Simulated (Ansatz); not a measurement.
Predict the output of the script below (the Python package of Ansatz (0.2.0)).

`run_drho.py`:
```python
import warnings

import ansatz as az
import numpy as np

vectors0 = np.array([
    [-2.052598, 2.052598, 4.00265],
    [2.052598, -2.052598, 4.00265],
    [2.052598, 2.052598, -4.00265],
])
sites = [
    ("Pd", [0.0, 0.0, 0.0]),
    ("Au", [0.75, 0.25, 0.5]),
    ("Au", [0.25, 0.75, 0.5]),
    ("Au", [0.5, 0.5, 0.0]),
]


def on_lattice(cell):
    crystal = az.Crystal(lattice=az.Lattice.of(cell))
    for symbol, position in sites:
        crystal = crystal.atom(symbol, position)
    return crystal


def main() -> None:
    warnings.simplefilter("ignore", az.DeckWarning)

    def solve(crystal):
        return (
            crystal.calculation()
            .functional("lda")
            .occupations("fermi_dirac")
            .basis(460, grid_basis="typed")
            .kpoints(8, 8, 8)
            .density()
            .run(threads=1)
        )


    whole = solve(on_lattice(vectors0))
    difference = whole.density().channels[0].density_e_per_ang3.copy()
    binding = whole.report["free_energy_ev"]
    for element in ["Pd", "Au"]:
        part = az.Crystal(lattice=az.Lattice.of(vectors0))
        for symbol, position in sites:
            if symbol == element:
                part = part.atom(symbol, position)
        alone = solve(part)
        difference -= alone.density().channels[0].density_e_per_ang3
        binding -= alone.report["free_energy_ev"]
        print(f"{element} sublattice: {alone.report['n_electrons']:g} electrons, {alone.report['n_iterations']} iterations")

    voxel = abs(np.linalg.det(vectors0)) / difference.size
    print(f"energy of the crystal less its unpolarised sublattices: {binding / len(sites):.4f} eV/atom")
    print(f"net charge of the difference {difference.sum() * voxel:.5f} e, charge rearranged {0.5 * np.abs(difference).sum() * voxel:.3f} e")
    print(f"extremes {difference.min():.4f} and {difference.max():.4f} e/A^3")
    for (symbol, position) in sites:
        index = tuple(int(round(p * n)) % n for p, n in zip(position, difference.shape))
        print(f"  change of the pseudo-density at the grid point nearest {symbol}: {difference[index]:+.4f} e/A^3")


if __name__ == "__main__":
    main()
```

```console
$ python run_drho.py
Pd sublattice: 18 electrons, 7 iterations
Au sublattice: 57 electrons, 8 iterations
energy of the crystal less its unpolarised sublattices: -1.4273 eV/atom
net charge of the difference -0.00000 e, charge rearranged 0.498 e
extremes -0.1869 and 0.0510 e/A^3
  change of the pseudo-density at the grid point nearest Pd: +0.0471 e/A^3
  change of the pseudo-density at the grid point nearest Au: -0.0210 e/A^3
  change of the pseudo-density at the grid point nearest Au: -0.0210 e/A^3
  change of the pseudo-density at the grid point nearest Au: -0.0361 e/A^3
```

Caveats:
- The run is spin-unpolarised.
- The mesh is modest for a metal, so energies can be off by several to tens of meV an atom and pressures by half a GPa or more; differences at equal mesh fare better.
- Spin-orbit coupling, which matters for elements this heavy, is left out.
- Grid values close to the nuclei reflect the PAW or pseudopotential construction, not the all-electron fields.
- The structure comes from a database of computed cells and needn't be a stable or known phase.
- Charge moved counts every rearrangement, bonding and polarisation too, and is no transfer between atoms; the bare sublattices are artificial references. Values near the nuclei depend on the potentials.
- The whole script took 13 s on 1 thread of Arm Neoverse V2 (shared host), peak memory 0.48 GiB.
